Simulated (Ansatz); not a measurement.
**CuF (SMILES [F][Cu]) at wB97X/def2-TZVPP**

Aim: the electronic atomisation energy of CuF at wB97X/def2-TZVPP, from 3 runs. 

Program for the calculation: Ansatz 0.2.0.

20 further runs of the same task are left out: 20 set aside as unsound or not needed.

### Step 1. The structure to begin with

The species is CuF (2 atoms), meant as a singlet with charge 0. SMILES: `[F][Cu]`. The shape is that of a PBE0-D4/def2-TZVP optimisation.

Bond lengths: F1–Cu2 1.765 Å.

### Step 2. The energy at wB97X/def2-TZVPP

Input file in.yaml:

```yaml
crystal:
  periodic: [false, false, false]
  atoms:
    - {symbol: F, position_ang: [0.751010, -0.268940, 0.377080]}
    - {symbol: Cu, position_ang: [-0.751010, 0.268940, -0.377080]}
basis:
  gaussian: {orbitals: def2-TZVPP}
hamiltonian: {xc: {name: wB97X}}
accuracy: high
output: {orbitals: {seedname: orbitals}}
```

On the command line:

```sh
$ ansatz run in.yaml --threads 1 --pin off --max-ram 3480MiB --events-out events.jsonl --progress --plain --runs-dir runs
```

Output:

```text
Warning: RAYON_NUM_THREADS=1 ignored (pool sized by the plan → 1); use --threads N
Functional definition: wB97X
  name "wB97X"
  parameter omega = 0.3/bohr
  parameter cx = 0.157706
  parameter cx1 = 0.726479
  parameter cx2 = 1.04760
  parameter cx3 = -5.70635
  parameter cx4 = 13.2794
  parameter css1 = -4.33879
  parameter css2 = 18.2308
  parameter css3 = -31.7430
  parameter css4 = 17.2901
  parameter cos1 = 2.37031
  parameter cos2 = -11.3995
  parameter cos3 = 6.58405
  parameter cos4 = -3.78132
  exchange = spin_sum(e_x_unif_sr(omega)*poly(b97_u_x, 1 - cx, cx1, cx2, cx3, cx4)) + cx*exact_x_sr(omega)
      + exact_x_lr(omega)
  correlation = spin_sum(e_c_pw_same_spin*poly(b97_u_same, 1, css1, css2, css3, css4))
      + integral(e_c_pw_opposite_spin*poly(b97_u_opposite, 1, cos1, cos2, cos3, cos4))
1369 factors; integrals over basis functions are off by at most 4.3e-9 eV
201 factors; integrals over basis functions are off by at most 2.1e-9 eV
mean field evaluation 1: about -47354.2144 eV, gradient 7.1e1 eV
mean field evaluation 2: about -47336.2993 eV, gradient 1.8e2 eV
mean field evaluation 4: about -47359.2987 eV, gradient 6.2e0 eV
mean field evaluation 8: about -47359.3783 eV, gradient 3.8e-1 eV
mean field evaluation 16: about -47359.3793 eV, gradient 7.1e-4 eV
mean field -47359.37929564 eV, -1740.4250877747 hartree, gradient 8.7e-8 eV, S^2 0.000000; 0 other end points of the search recorded, 0 dependent functions left out
reference -47359.37929270 eV, -1740.4250876663 hartree; 19, 19 occupied and 76, 76 virtual orbitals, 1369 factors
Total energy: -47359.37929270 eV, -1740.4250876663 hartree
```

It took 16 s on 1 thread of Arm Neoverse V2, shared host; peak memory 0.36 GiB.

### Step 3. The Cu atom at the same level

Input file job.yaml:

```yaml
crystal:
  periodic: [false, false, false]
  atoms:
    - {symbol: Cu, position_ang: [0.000000, 0.000000, 0.000000]}
basis:
  gaussian: {orbitals: def2-TZVPP}
magnetization: {spin_polarized: true, initial_magnetization: 1}
hamiltonian: {xc: {name: wB97X}}
accuracy: high
```

On the command line:

```sh
$ ansatz run job.yaml --threads 1 --pin off --max-ram 3480MiB --events-out events.jsonl --progress --plain --runs-dir runs
```

Output, shortened:

```text
Warning: RAYON_NUM_THREADS=1 ignored (pool sized by the plan → 1); use --threads N
[... 2 set-up lines as earlier in the session ...]
[...]
      + exact_x_lr(omega)
[...]
      + integral(e_c_pw_opposite_spin*poly(b97_u_opposite, 1, cos1, cos2, cos3, cos4))
779 factors; integrals over basis functions are off by at most 4.3e-9 eV
142 factors; integrals over basis functions are off by at most 1.8e-9 eV
[...]
mean field -44640.78144633 eV, -1640.5184595440 hartree, gradient 3.6e-8 eV, S^2 0.750048; 2 other end points of the search recorded, 0 dependent functions left out
reference -44640.78144661 eV, -1640.5184595545 hartree; 15, 14 occupied and 49, 50 virtual orbitals, 779 factors
Total energy: -44640.78144661 eV, -1640.5184595545 hartree
```

It took 17 s on 1 thread of Arm Neoverse V2, shared host; peak memory 0.36 GiB.

### Step 4. The F atom at the same level

Input file molecule.yaml:

```yaml
crystal:
  periodic: [false, false, false]
  atoms:
    - {symbol: F, position_ang: [0.000000, 0.000000, 0.000000]}
basis:
  gaussian: {orbitals: def2-TZVPP}
hamiltonian: {xc: {name: wB97X}}
accuracy: high
magnetization: {spin_polarized: true, initial_magnetization: 1}
```

On the command line:

```sh
$ ansatz run molecule.yaml --threads 1 --pin off --max-ram 3480MiB --events-out events.jsonl --progress --plain --runs-dir runs
```

Output, shortened:

```text
Warning: RAYON_NUM_THREADS=1 ignored (pool sized by the plan → 1); use --threads N
[... 2 set-up lines as earlier in the session ...]
[...]
      + exact_x_lr(omega)
[...]
      + integral(e_c_pw_opposite_spin*poly(b97_u_opposite, 1, cos1, cos2, cos3, cos4))
309 factors; integrals over basis functions are off by at most 2.7e-9 eV
75 factors; integrals over basis functions are off by at most 1.2e-9 eV
[...]
mean field -2714.25894902 eV, -99.7471765856 hartree, gradient 9.6e-8 eV, S^2 0.751785; 0 other end points of the search recorded, 0 dependent functions left out
reference -2714.25894832 eV, -99.7471765599 hartree; 5, 4 occupied and 26, 27 virtual orbitals, 309 factors
Total energy: -2714.25894832 eV, -99.7471765599 hartree
```

Run time: 1.9 s. Hardware: 1 thread of Arm Neoverse V2, shared host; peak memory 0.14 GiB.

### Step 5. Results

Level: wB97X/def2-TZVPP.

```
                     quantity           value
       molecule: total energy  -1740.42509 Eh
        molecule: HOMO energy       -10.14 eV
        molecule: LUMO energy        -0.90 eV
      molecule: HOMO–LUMO gap         9.24 eV
        Cu atom: total energy  -1640.51846 Eh
                Cu atom: ⟨S²⟩           0.750
         F atom: total energy    -99.74718 Eh
                 F atom: ⟨S²⟩           0.752
electronic atomisation energy        4.339 eV
```

**Reading.** Taking the molecule apart into free atoms costs 4.34 eV (100 kcal/mol), before zero-point energy and without spin-orbit coupling.
